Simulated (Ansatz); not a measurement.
# InGa2N3: the cost of one run

Program: Ansatz 0.2.0. Level of theory: DFT PBE, scalar-relativistic, plane waves, PAW. These are calculated values, not measurements.

### 1 The starting structure

It takes space group Cmc2_1 (No. 36, orthorhombic). The conventional cell has a = 10.009 Å, b = 5.773 Å, c = 5.390 Å, α = 90.00°, β = 90.00°, γ = 90.00°. Around In (site symmetry m) lie 4 N at 2.18 to 2.19 Å. Around Ga (site symmetry 1) lie 4 N at 1.97 to 1.98 Å. N (site symmetry 1) has 3 Ga at 1.97 to 1.98 Å and 1 In at 2.18 Å in its first shell of neighbours. N (site symmetry m) has 2 Ga at 1.97 Å and 2 In at 2.18 to 2.19 Å in its first shell of neighbours.

As a file:

```xyz
48
Lattice="5.0043 2.8865 5.3903 5.0043 -2.8865 -5.3903 -5.0043 8.6596 -5.3903" Properties=species:S:1:pos:R:3 pbc="T T T"
In    0.0000    9.6683   -0.0555
In    0.0000    3.8953   -5.4459
In    0.0000    3.8953   -0.0555
In    5.0043    1.0088   -0.0555
In    0.0000    7.6508   -2.7507
In    0.0000    1.8778   -2.7507
In    5.0043    4.7643   -2.7507
In    5.0043   -1.0088   -2.7507
Ga    1.7062    6.7163   -0.0400
Ga    1.7062    6.7163   -5.4303
Ga    1.7062    0.9432   -0.0400
Ga    1.7062    0.9432   -5.4303
Ga   -1.7062    6.7163   -5.4303
Ga    3.2982    3.8297   -5.4303
Ga    3.2982    3.8297   -0.0400
Ga    8.3025    0.9432   -0.0400
Ga    3.2982    7.7163   -2.7352
Ga   -1.7062    4.8298   -2.7352
Ga    3.2982    1.9433   -2.7352
Ga    3.2982    1.9433    2.6551
Ga    1.7062    4.8298   -8.1255
Ga    1.7062    4.8298   -2.7352
Ga    6.7105    1.9433   -2.7352
Ga    6.7105    1.9433    2.6551
N    -3.2003    9.5453   -3.4558
N     1.8041    6.6588    1.9345
N     1.8041    6.6588   -3.4558
N     1.8041    0.8857   -3.4558
N     3.2002    9.5453   -3.4558
N    -1.8041    6.6588   -3.4558
N     3.2003    3.7723   -3.4558
N     3.2002    3.7723    1.9345
N     3.2003    7.7738   -0.7607
N     3.2002    7.7738   -6.1510
N     3.2003    2.0008   -0.7607
N     3.2002    2.0008   -6.1510
N    -3.2003    7.7738   -6.1510
N     1.8041    4.8873   -6.1510
N     1.8041    4.8873   -0.7607
N     6.8084    2.0008   -0.7607
N     0.0000    9.7712   -3.2590
N     0.0000    3.9981   -3.2590
N     5.0044    6.8847   -3.2590
N     5.0043    1.1116   -3.2590
N     0.0000    7.5479   -0.5639
N     0.0000    7.5479   -5.9542
N     0.0000    1.7749   -0.5639
N     5.0044    4.6614   -0.5639
```

The runs take a perfect supercell of 48 atoms; the defect goes to fractional position (0.347, 0.001, 0.987).

### 2 The perfect supercell

Contents of input.yaml:

```yaml
crystal:
  lattice:
    - [5.004341, 2.886521, 5.390303]
    - [5.004341, -2.886521, -5.390303]
    - [-5.004341, 8.659562, -5.390303]
  atoms:
    - { symbol: In, position: [0.834792, 0.005152, 0.839943] }
    - { symbol: In, position: [0.084791, 0.505152, 0.589944] }
    - { symbol: In, position: [0.334791, 0.005152, 0.339944] }
    - { symbol: In, position: [0.584791, 0.505152, 0.089944] }
    - { symbol: In, position: [0.535057, 0.255152, 0.790208] }
    - { symbol: In, position: [0.035057, 0.255152, 0.290208] }
    - { symbol: In, position: [0.785057, 0.755152, 0.540208] }
    - { symbol: In, position: [0.285057, 0.755152, 0.040208] }
    - { symbol: Ga, position: [0.750306, 0.174183, 0.583547] }
    - { symbol: Ga, position: [0.500305, 0.674182, 0.833547] }
    - { symbol: Ga, position: [0.250305, 0.174182, 0.083547] }
    - { symbol: Ga, position: [0.000305, 0.674182, 0.333547] }
    - { symbol: Ga, position: [0.159365, 0.333242, 0.833547] }
    - { symbol: Ga, position: [0.409366, 0.833243, 0.583547] }
    - { symbol: Ga, position: [0.659366, 0.333243, 0.333547] }
    - { symbol: Ga, position: [0.909365, 0.833242, 0.083547] }
    - { symbol: Ga, position: [0.870982, 0.583242, 0.795165] }
    - { symbol: Ga, position: [0.120983, 0.083242, 0.545165] }
    - { symbol: Ga, position: [0.370983, 0.583243, 0.295165] }
    - { symbol: Ga, position: [0.620984, 0.083243, 0.045165] }
    - { symbol: Ga, position: [0.211922, 0.924182, 0.795165] }
    - { symbol: Ga, position: [0.461923, 0.424182, 0.545165] }
    - { symbol: Ga, position: [0.711923, 0.924182, 0.295165] }
    - { symbol: Ga, position: [0.961923, 0.424182, 0.045165] }
    - { symbol: "N", position: [0.346685, 0.00081, 0.986993] }
    - { symbol: "N", position: [0.846686, 0.000811, 0.486993] }
    - { symbol: "N", position: [0.596686, 0.500811, 0.736993] }
    - { symbol: "N", position: [0.096686, 0.500811, 0.236993] }
    - { symbol: "N", position: [0.986181, 0.640306, 0.986993] }
    - { symbol: "N", position: [0.236181, 0.140306, 0.736993] }
    - { symbol: "N", position: [0.486182, 0.640306, 0.486993] }
    - { symbol: "N", position: [0.736181, 0.140306, 0.236993] }
    - { symbol: "N", position: [0.957755, 0.390307, 0.708566] }
    - { symbol: "N", position: [0.707754, 0.890306, 0.958566] }
    - { symbol: "N", position: [0.457755, 0.390306, 0.208566] }
    - { symbol: "N", position: [0.207754, 0.890306, 0.458566] }
    - { symbol: "N", position: [0.068259, 0.250811, 0.958566] }
    - { symbol: "N", position: [0.318258, 0.75081, 0.708566] }
    - { symbol: "N", position: [0.568259, 0.250811, 0.458566] }
    - { symbol: "N", position: [0.818259, 0.75081, 0.208566] }
    - { symbol: "N", position: [0.695126, 0.302306, 0.99743] }
    - { symbol: "N", position: [0.195126, 0.302306, 0.49743] }
    - { symbol: "N", position: [0.945126, 0.802306, 0.74743] }
    - { symbol: "N", position: [0.445125, 0.802306, 0.24743] }
    - { symbol: "N", position: [0.62757, 0.052306, 0.679875] }
    - { symbol: "N", position: [0.377571, 0.552306, 0.929875] }
    - { symbol: "N", position: [0.12757, 0.052306, 0.179875] }
    - { symbol: "N", position: [0.877571, 0.552306, 0.429875] }
basis:
  ecutwfc: 420
  fft_grid_basis: typed
kpoints:
  mp_grid: { grid: [2, 2, 2] }
hamiltonian:
  xc: pbe
  pseudopotentials: { kind: paw }
scf:
  occupations: { method: gaussian, width: 0.05 }
output:
  forces: true
  stress: false
  eigenvalues: true
  bader: false
  write_density: true
  volumetric_format: npy
```

Started as:

```console
ansatz run input.yaml --threads 8 --pin off --max-ram 16384MiB --backend cpu --events-out ev --progress --plain --runs-dir out
```

Q: Estimate wall time and peak memory on 8 threads of Arm Neoverse V1, shared host.

About 12 s, with a peak of 4.5 GiB.
